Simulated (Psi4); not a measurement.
# USVWN5/def2-TZVPP (core potential) run of InHF (SMILES [F][InH])

What is the energy change on altering one bond length of InHF at USVWN5/def2-TZVPP (core potential)? 

The calculation is run with Psi4 1.11.

1 further run of the same task is left out (set aside as unsound or not needed).

## (1) The molecule

The species is InHF (3 atoms), meant as a doublet with charge 0. As SMILES, `[F][InH]`. The coordinates come from a PBE0-D4/def2-TZVP relaxation.

Bond lengths: F1–In2 1.970 Å, In2–H3 1.779 Å. Angles: F1–In2–H3 113.8°.

## (2) A single-point energy at USVWN5/def2-TZVPP (core potential)

run.py reads:

```python
import psi4

psi4.set_memory(1600000000)
psi4.set_num_threads(1)
psi4.set_output_file('run.log', False)

molecule = psi4.geometry("""
0 2
F
In 1 1.969612
H 2 1.778748 1 113.7635
symmetry c1
""")

psi4.set_options({
    'basis': 'def2-TZVPP',
    'reference': 'uks',
    'puream': True,
    'e_convergence': 1e-09,
    'd_convergence': 1e-08,
    'scf_type': 'pk',
    'dft_radial_points': 99,
    'dft_spherical_points': 590,
    'maxiter': 200,
})

result, w = psi4.energy('scf', dft_functional={"name": "SVWN5", "x_functionals": {"LDA_X": {}}, "c_functionals": {"LDA_C_VWN": {}}}, molecule=molecule, return_wfn=True)
print('E =', round(result, 9))
```

On the command line:

```console
$ python run.py
```

run.log:

```text
[...]
    !!!  WARNING: ECP capability is in beta. Please check occupations closely.  !!!
[...]
  Running in c1 symmetry.
[...]
  Nuclear repulsion =   58.542469767678860
[...]
  Multiplicity = 2
[...]
  Nalpha       = 16
  Nbeta        = 15
[...]
    Number of basis functions: 95
[...]
   @UKS iter   1:  -289.46916865390870   -8.39560e-01   7.61141e-03 ADIIS/DIIS
[...]
   @UKS iter  13:  -289.66267298189933   -1.21645e-11   5.86720e-09 DIIS
[...]
   @S^2 Observed:                7.525712790E-01
[...]
    Orbital Energies [Eh]
    ---------------------
    Alpha Occupied:
       1A    -24.027003     2A     -4.485147     3A     -2.933120
       4A     -2.926696     5A     -2.923082     6A     -0.989729
       7A     -0.708582     8A     -0.704668     9A     -0.702312
      10A     -0.700441    11A     -0.695360    12A     -0.402385
      13A     -0.323316    14A     -0.308421    15A     -0.302436
      16A     -0.201884
    Alpha Virtual:
      17A     -0.105075    18A     -0.040582    19A      0.015061
      20A      0.053295    21A      0.066898    22A      0.081329
      23A      0.117206    24A      0.120464    25A      0.137813
[...]
  @UKS Final Energy:  -289.66267298189933
   => Energetics <=
    Nuclear Repulsion Energy =             58.5424697676788597
    One-Electron Energy =                -591.8899396605926313
    Two-Electron Energy =                 270.1861485471252990
    DFT Exchange-Correlation Energy =     -26.5013516361108756
    Empirical Dispersion Energy =           0.0000000000000000
    VV10 Nonlocal Energy =                  0.0000000000000000
    Total Energy =                       -289.6626729818993340
[...]
 Multipole Moments:
 ------------------------------------------------------------------------------------
     Multipole            Electronic (a.u.)      Nuclear  (a.u.)        Total (a.u.)
 ------------------------------------------------------------------------------------
 L = 1.  Multiply by 2.5417464519 to convert [e a0] to [Debye]
 Dipole X            :         -2.4351391            2.3639344           -0.0712047
 Dipole Y            :        -17.3178436           16.2089026           -1.1089410
 Dipole Z            :         -0.0000004            0.0000000           -0.0000004
 Magnitude           :                                                    1.1112247
[...]
```

Standard output:

```text
E = -289.662672982
```

Wall time 9.9 s (1 thread of Intel Xeon at 2.60GHz (Ice Lake), shared host); peak memory 0.46 GiB.

## (3) The distorted shape: energy and gradient at USVWN5/def2-TZVPP (core potential)

job.in reads:

```
memory 1600 mb

molecule {
  0 2
  F      4.49210388     2.82895780     2.73174840
  In    -0.98738190     0.67104175    -0.46260496
  H     -1.09018300    -2.66338000    -0.87456525
  units au
  symmetry c1
  no_reorient
  no_com
}

set globals {
  basis                def2-TZVPP
  reference            uks
  puream               true
  e_convergence        1e-09
  d_convergence        1e-08
  scf_type             pk
  dft_radial_points    99
  dft_spherical_points 590
  maxiter              200
}

energy_value, wavefunction = gradient('scf', dft_functional={"name": "SVWN5", "x_functionals": {"LDA_X": {}}, "c_functionals": {"LDA_C_VWN": {}}}, return_wfn=True)
oeprop(wavefunction, 'QUADRUPOLE', 'MULLIKEN_CHARGES', 'DIPOLE', title='SCF')
print_variables()
```

On the command line:

```console
$ psi4 -n 1 job.in job.out
```

job.out, shortened:

```text
[...]
    !!!  WARNING: ECP capability is in beta. Please check occupations closely.  !!!
[...]
  Running in c1 symmetry.
[...]
  Nuclear repulsion =   35.501823120935065
[...]
  Multiplicity = 2
[...]
  Nalpha       = 16
  Nbeta        = 15
[...]
    Number of basis functions: 95
[...]
   @UKS iter   1:  -289.29633307258518   -8.00923e-01   8.24245e-03 DIIS/ADIIS
[...]
   @UKS iter  38:  -289.55210424836531   -6.65068e-12   3.56552e-09 DIIS
[...]
   @S^2 Observed:                7.541932239E-01
[...]
  @UKS Final Energy:  -289.55210424836531
   => Energetics <=
    Nuclear Repulsion Energy =             35.5018231209350645
    One-Electron Energy =                -545.5475141908452770
    Two-Electron Energy =                 246.8852635335146033
    DFT Exchange-Correlation Energy =     -26.3916767119697120
    Empirical Dispersion Energy =           0.0000000000000000
    VV10 Nonlocal Energy =                  0.0000000000000000
    Total Energy =                       -289.5521042483653105
[...]
  -Total Gradient:
     Atom            X                  Y                   Z
    ------   -----------------  -----------------  -----------------
       1        0.013594687760     0.005336639071     0.007923403050
       2       -0.013885980131    -0.013594828646    -0.008963528769
       3        0.000288754440     0.008260971486     0.001039050318
[...]
 Multipole Moments:
 ------------------------------------------------------------------------------------
     Multipole            Electronic (a.u.)      Nuclear  (a.u.)        Total (a.u.)
 ------------------------------------------------------------------------------------
 L = 1.  Multiply by 2.5417464519 to convert [e a0] to [Debye]
 Dipole X            :        -20.9304584           18.6037320           -2.3267264
 Dipole Y            :        -37.7420993           36.8891170           -0.8529824
 Dipole Z            :        -15.3461009           13.9964662           -1.3496347
 Magnitude           :                                                    2.8218342
 L = 2.  Multiply by 1.3450342976 to convert [e a0^2] to [Debye ang]
 Quadrupole XX       :       -231.0672840          203.2728577          -27.7944263
 Quadrupole XY       :       -109.3706485          103.3612583           -6.0093902
[...]
  Mulliken Charges: (a.u.)
   Center  Symbol    Alpha    Beta     Spin     Total
[...]
```

Run time: 24 s. Hardware: 1 thread of Intel Xeon at 2.60GHz (Ice Lake), shared host; peak memory 0.45 GiB.

## (4) Summary of results

Level: USVWN5/def2-TZVPP (core potential).

| quantity | value |
| --- | --- |
| first shape: total energy | -289.66267 Eh |
| first shape: dipole moment | 2.82 D |
| first shape: HOMO energy (highest over α and β) | -5.49 eV |
| first shape: LUMO energy (lowest over α and β) | -4.59 eV |
| first shape: ⟨S²⟩ | 0.753 |
| distorted shape: total energy | -289.55210 Eh |
| distorted shape: dipole moment | 7.17 D |
| distorted shape: HOMO energy (highest over α and β) | -6.03 eV |
| distorted shape: LUMO energy (lowest over α and β) | -5.98 eV |
| distorted shape: ⟨S²⟩ | 0.754 |
| distorted shape: largest force on an atom | 1.100 eV/Å |
| energy change with the F1–In2 bond stretched from 1.970 to 3.545 Å | 3.009 eV |

With the F1–In2 bond stretched from 1.970 to 3.545 Å the energy rises by 3.01 eV (69 kcal/mol). The first shape isn't relaxed at this level, so the change isn't measured from a minimum. Mulliken charges (distorted shape) run from -0.44 on F1 to +0.50 on In2.
